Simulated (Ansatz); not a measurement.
# CrTe2: the cost of one run

Program: Ansatz 0.2.0. Level of theory: DFT LDA, scalar-relativistic, plane waves, PAW. These are calculated values, not measurements.

## Step 1: The system as given

Symmetry: P-3m1, No. 164, trigonal system. The conventional cell has a = 3.810 Å, b = 3.810 Å, c = 20.130 Å, α = 90.00°, β = 90.00°, γ = 120.00°. Cr (site symmetry -3m) has 6 Te at 2.68 Å as nearest neighbours. Te (site symmetry 3m) is surrounded by 3 Cr at 2.68 Å.

Coordinates:

```
Cr Te
1.0
     3.81000    0.00000    0.00000
    -1.90500    3.29956    0.00000
     0.00000    0.00000   20.13000
Cr Te
1 2
Cartesian
  0.0000 0.0000 10.0650
  0.0000 2.1997 11.5908
  1.9050 1.0999 8.5392
```

## Step 2: Relaxing the atoms: CrTe2, moments +

input.yaml reads:

```yaml
crystal:
  lattice:
    - [3.81, 0.0, 0.0]
    - [-1.905, 3.2995567884, 0.0]
    - [0.0, 0.0, 20.13]
  atoms:
    - { symbol: Cr, position: [0.0, 0.0, 0.5], spin: 3.0 }
    - { symbol: Te, position: [0.3333333333, 0.6666666667, 0.5757951813] }
    - { symbol: Te, position: [0.6666666667, 0.3333333333, 0.4242048187] }
magnetization:
  spin_polarized: true
scf:
  occupations: { method: fermi_dirac, width: 0.05 }
output:
  forces: true
  stress: true
  populations: true
  write_density: true
  write_potential: true
  elf: true
  volumetric_format: npy
hamiltonian:
  xc: lda
relax:
  f_tol: 0.01
kpoints:
  mp_grid: { grid: [18, 18, 1] }
```

On the command line:

```bash
$ ansatz run input.yaml --threads 4 --pin off --max-ram 12288MiB --backend cpu --events-out ev --progress --plain --runs-dir out
```

What time and memory should one allow on 4 threads of Intel Xeon 6975P-C (Granite Rapids), shared host?

About 26 s, with a peak of 0.86 GiB.
